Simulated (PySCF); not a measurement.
# Cl6Mn ([MnCl6]2-): the cost of one run

Computed with PySCF 2.14.0 and routines of our own; the level stands in each step. Atoms count from 0.

## Step 1: The system as given

7 atoms, charge -2, states of the metal's open shell are computed; geometry from: model start, shaken.

## Step 2: Geometry optimisation at PBE0-D3(BJ)/def2-SVP

What the job is given:

```
{"job": {"xc": "PBE0", "basis": "def2-SVP", "d3": "d3bj", "grid": 1, "maxiter": 45, "solvent": "water", "kind": "geom"}, "charge": -2, "metal": "Mn", "open_shell": "d3"}
Mn     0.000020     0.004480    -0.004110
Cl    -0.013360    -0.006820     2.225130
Cl     0.000900     0.020100    -2.247380
Cl     2.230690     0.007350     0.005350
Cl    -2.238420    -0.013960    -0.000440
Cl     0.010430     2.219840    -0.006860
Cl    -0.028520    -2.259340    -0.027630
```

Run with:

```
$ OMP_NUM_THREADS=1 python lf_run.py task.json out
```

The driver reads the jobs from task.json and runs them one after another.

Q: Estimate the wall time and peak memory of this first job on 1 thread of Intel Xeon Platinum 8488C, shared host.

About 5.4 min, with a peak of 1.1 GiB.
